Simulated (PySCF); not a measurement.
# Solver options tried on GeI⁺

Do solver options change the result for GeI⁺, or only the number of cycles?

Computed with PySCF 2.14.0. Level: each script names its method and basis.

1 further run of the same task is left out (for a known fault of the program).

## (1) The starting structure

GeI⁺: 2 atoms, charge 1, spin multiplicity 1.

Bond lengths: Ge1–I2 2.570 Å.

## (2) The run that the others are compared with

File input.py:

```python
from pyscf import gto, dft

mol = gto.M(
    atom='Ge 0 0 0; I 0 0 2.57',
    basis='lanl2dz',
    ecp={'Ge': 'lanl2dz', 'I': 'lanl2dz'},
    charge=1,
    spin=0,
    verbose=4,
)
mf = dft.RKS(mol, xc='bhandhlyp')
mf.kernel()
mf.dip_moment()
print('orbital energies (hartree):', mf.mo_energy[..., max(0, mol.nelec[1]-3):mol.nelec[0]+3].round(4))
```

Launch:

```
$ OMP_NUM_THREADS=1 python input.py
```

The log of this run is left out.

In short: E(SCF) = -14.780478 Eh, 8 cycles.

The bond length is a typed value, not an optimised one. The dipole of an ion depends on the origin.

## (3) Level shift 0.5 hartree

Variant 1 changes level shift: none → 0.5 hartree.

File input.py:

```python
from pyscf import gto, dft

mol = gto.M(
    atom='Ge 0 0 0; I 0 0 2.57',
    basis='lanl2dz',
    ecp={'Ge': 'lanl2dz', 'I': 'lanl2dz'},
    charge=1,
    spin=0,
    verbose=4,
)
mf = dft.RKS(mol, xc='bhandhlyp')
mf.level_shift = 0.5
mf.kernel()
mf.dip_moment()
print('orbital energies (hartree):', mf.mo_energy[..., max(0, mol.nelec[1]-3):mol.nelec[0]+3].round(4))
```

Launch:

```
$ OMP_NUM_THREADS=1 python input.py
```

## (4) Point-group symmetry on

Variant 2 changes point-group symmetry: off → on.

input.py: that of step 2 with these lines changed.

```diff
@@ -8,2 +8,3 @@
     spin=0,
+    symmetry=True,
     verbose=4,
```

## (5) Damping 0.5

Variant 3 changes damping: none → 0.5.

input.py: that of step 2 with these lines changed.

```diff
@@ -11,2 +11,4 @@
 mf = dft.RKS(mol, xc='bhandhlyp')
+mf.damp = 0.5
+mf.diis_start_cycle = 8
 mf.kernel()
```

## (6) Second-order solver on

Variant 4 changes second-order solver: off → on.

input.py: that of step 2 with these lines changed.

```diff
@@ -11,2 +11,3 @@
 mf = dft.RKS(mol, xc='bhandhlyp')
+mf = mf.newton()
 mf.kernel()
```

Before running it: what results should come out? Wanted: for each run, E(SCF); from base; gap.

As calculated:

| run | E(SCF) (hartree) | from base (eV) | cycles | gap (eV) |
| --- | --- | --- | --- | --- |
| base | -14.780478 | 0 | 8 | 5.88 |
| level shift 0.5 hartree | -14.780478 | 0.0000 | 26 | 5.88 |
| point-group symmetry on | -14.780478 | 0.0000 | 8 | 5.88 |
| damping 0.5 | -14.780478 | 0.0000 | 13 | 5.88 |
| second-order solver on | -14.780478 | 0.0000 | 4 macro | 5.88 |

Distance from each run's final energy (log10 hartree) by cycle:

| run | cycle 1 | cycle 2 | cycle 3 | cycle 5 | cycle 8 | cycle 12 |
| --- | --- | --- | --- | --- | --- | --- |
| base | -1.0 | -1.3 | -1.7 | -5.3 | < -11 | done |
| level shift 0.5 hartree | -0.7 | -1.7 | -2.4 | -3.0 | -3.8 | -5.0 |
| point-group symmetry on | -1.0 | -1.3 | -1.7 | -5.3 | < -11 | done |
| damping 0.5 | -1.0 | -1.8 | -2.5 | -3.8 | -6.2 | < -11 |
| second-order solver on | -2.7 | -6.8 | < -11 | done | done | done |

The SCF energy stays the same, to the digits that matter, with level shift 0.5 hartree or point-group symmetry on or damping 0.5 or second-order solver on. The base needs 8 cycles and the run with level shift 0.5 hartree needs 26.
